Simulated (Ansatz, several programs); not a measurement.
CsPbBr₃ in the cubic perovskite structure, relaxed with r2SCAN in Ansatz (plane waves, PAW): the symmetry is Pm-3m (No. 221, cubic); a = 5.943 Å in the conventional setting, 41.98 Å³ an atom. Cs has 12 Br at 4.20 Å; Pb has 6 Br at 2.97 Å; Br has 2 Pb at 2.97 Å and 4 Cs at 4.20 Å. The cell was then scaled with its shape and fractional coordinates held. No spin polarisation and no zero-point or thermal motion.

```tsv
V (Å³/atom)	E (meV/atom)
39.461	11.60
40.720	2.81
41.980	0.00
44.498	8.68
```

Q: Pass a cubic E = c₀ + c₁u + c₂u² + c₃u³, with u = V − 41.665 Å³, through these points.

A: c₀ = 0.19, c₁ = -1.125, c₂ = 1.670, c₃ = -0.0761 (meV and Å³).

Q: Where is the minimum, and what bulk modulus follows?

A: dE/du = 0 at u = +0.345, so V₀ = 42.01 Å³. B = V₀ d²E/dV² = 42.01 × (2c₂ + 6c₃u) = 42.01 × 3.183 = 134 meV/Å³, and 1 meV/Å³ is 0.16022 GPa: 21 GPa. A third-order Birch-Murnaghan fit to all five points gives 42.02 Å³ and 21 GPa.

Q: Predict the energy and the pressure at the withheld volume, 43.239 Å³.

A: With u = +1.574: E ≈ 2.26 meV and P = −dE/dV ≈ -0.57 GPa. The run gives 2.22 meV and, from its stress, -0.57 GPa.
